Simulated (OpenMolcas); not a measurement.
# Hf³⁺ among point charges: CASSCF levels and susceptibility

Aim: the splitting of the states of Hf³⁺ in the field of 6 point charges, its lowest levels with spin-orbit coupling and its magnetic susceptibility.

Method: state-averaged CASSCF, spin-orbit coupling by RASSI with atomic mean-field integrals. Code: OpenMolcas 26.06.

1 further run of the same task is left out (it didn't finish).

### Step 1. The system

| Item | Value |
| --- | --- |
| Species | Hf³⁺ (hafnium, Z = 72, 69 electrons) |
| Basis | ANO-RCC-VDZP [7s6p4d2f1g], 68 functions |
| Scalar Hamiltonian | DKH2, point nucleus |
| Inactive shells | 1s 2s 2p 3s 3p 3d 4s 4p 4d 4f 5s 5p |
| Active space | 1 electron in 5 orbitals (5d) |
| Some configurations of this space | 5d |
| Orbitals | optimised for each spin and parity, averaged over all roots |

Outer shells as boxes (Hund's rule):

5d
```
5d [↑ ][  ][  ][  ][  ]
```

The ion sits among 6 point charges of -1.7 e arranged as a tetragonal octahedron (D4h), 2.32 Å from the ion, with the axial distance 2.738 Å. The active orbitals were held to one l.

The work runs as a chain of OpenMolcas steps in one folder; each step below is one input file. Labels, J, g values, rates, χT and fits are worked out afterwards by a script from the matrices that RASSI stores. The input lists half of the charges; inversion (Group=XYZ) makes the rest.

### Step 2. GATEWAY and SEWARD: basis and integrals

The input, a.inp:

```
&GATEWAY
Coord
1

Hf 0.0 0.0 0.0
Basis=ANO-RCC-VDZP
Group=XYZ
NoMove
AngMom=0.0 0.0 0.0
AMFI
XField
3 Angstrom 0
2.320000 0.000000 0.000000 -1.700000
0.000000 2.320000 0.000000 -1.700000
0.000000 0.000000 2.737600 -1.700000
&SEWARD
```

Run with:

```bash
> OMP_NUM_THREADS=1 MOLCAS_MEM=1689 MOLCAS_PROJECT=a pymolcas a.inp > a.log
```

### Step 3. Reference wave functions, doublets of even parity, 5 roots

The input, a.inp:

```
&RASSCF
FileOrb=start.orb
Symmetry=1
Spin=2
nActEl=1 0 0
Inactive=15 19
Ras2=5 0
CIRoot=5 5 1
SDav=5
CIMx=300
Iter=120 100
PrWF=0.3
OrbListing=Nothing
MaxOrb=0
SupSym
1
20 4 5 6 7 8 10 11 12 13 14 16 17 18 19 20 23 24 25 26 27
0
>>> COPY $Project.JobIph JOB001
```

start.orb holds the contracted functions of the basis, ordered by shell, or the orbitals of the step before.

### Step 4. State interaction with spin-orbit coupling

The input, a.inp:

```
&RASSI
NrOfJobIphs=1 5
1 2 3 4 5
IphNames
JOB001
EJob
SpinOrbit
DIPRint=1.0
SOCoupling=1000.0
Subsets=2
Property=9
'ANGMOM' 1 'ANGMOM' 2 'ANGMOM' 3 'MLTPL  1' 1 'MLTPL  1' 2 'MLTPL  1' 3
'AMFI' 1 'AMFI' 2 'AMFI' 3
SOProperty=3
'ANGMOM' 1 'ANGMOM' 2 'ANGMOM' 3
```

What does the calculation give? Wanted: spin-free ground state; first state of the same spin within the active space; lowest level; next level.

As calculated:

| quantity | value |
| --- | --- |
| method | CASSCF |
| spin-free ground state | 2E, 2-fold in its orbital part |
| first state of the same spin within the active space | 2B2 at 4620 cm⁻¹ |
| lowest level | 2-fold E1/2, g = 0.10, 0.97, 0.97 |
| next level | 1787.4 cm⁻¹ |
| χT at 300 K | 0.09 cm³ K/mol |
| effective moment at 300 K | 0.85 μB |

In words: The spin-free ground state (2E) comes to 100 % from free-ion D terms and keeps the highest spin of the shell. χT at 300 K is 0.09, against 0.38 cm³ K/mol for the spin alone, so orbital moment lowers it. The field of point charges can differ much from that of real complexes. This is an electrostatic model: the charges have no orbitals.
